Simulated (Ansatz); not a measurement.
# Zn3F: the cost of one run

Computed with Ansatz 0.2.0 (DFT PBE, scalar-relativistic, plane waves, PAW, unless a step's input says otherwise).

## Step 1: The starting structure

It takes space group P4/mmm (No. 123, tetragonal). Conventional cell: a = 4.079 Å, b = 4.079 Å, c = 3.663 Å, α = 90.00°, β = 90.00°, γ = 90.00°. Zn (site symmetry 4/mmm) is surrounded by 4 Zn at 2.04 Å. Zn (site symmetry mmm) is surrounded by 2 Zn at 2.04 Å and 4 F at 2.74 Å. F (site symmetry 4/mmm) has 8 Zn at 2.74 Å as nearest neighbours.

Structure file:

```
CELL_PARAMETERS angstrom
4.07901 0.00000 0.00000
0.00000 4.07901 0.00000
0.00000 0.00000 3.66301
ATOMIC_POSITIONS crystal
Zn 0.00000 0.00000 0.50000
Zn 0.00000 0.50000 0.50000
Zn 0.50000 0.00000 0.50000
F 0.50000 0.50000 0.00000
```

Recipe of the guess: random cell by space group and Wyckoff sites (P4/mmm, No. 123). Lengths come from tabulated atomic sizes and are only a guess.

## Step 2: The guess as it stands, on a coarse mesh

Input file input.yaml:

```yaml
crystal:
  lattice:
    - [4.07900851, 0.0, 0.0]
    - [0.0, 4.07900851, 0.0]
    - [0.0, 0.0, 3.66301354]
  atoms:
    - { symbol: Zn, position: [0.0, 0.0, 0.5] }
    - { symbol: Zn, position: [0.0, 0.5, 0.5] }
    - { symbol: Zn, position: [0.5, 0.0, 0.5] }
    - { symbol: F, position: [0.5, 0.5, 0.0] }
basis:
  ecutwfc: 420
kpoints:
  mp_grid: { grid: [4, 4, 6] }
hamiltonian:
  xc: pbe
scf:
  occupations: { method: gaussian, width: 0.1 }
  lower_state_search: "off"
output:
  forces: true
  stress: true
  eigenvalues: true
```

The run is started by

```
$ ansatz run input.yaml --threads 1 --pin off --max-ram 2560MiB --backend cpu --events-out ev --progress --plain --runs-dir out
```

What time and memory should one allow on 1 thread of Arm Neoverse V1, shared host?

About 3.4 s, with a peak of 0.32 GiB.
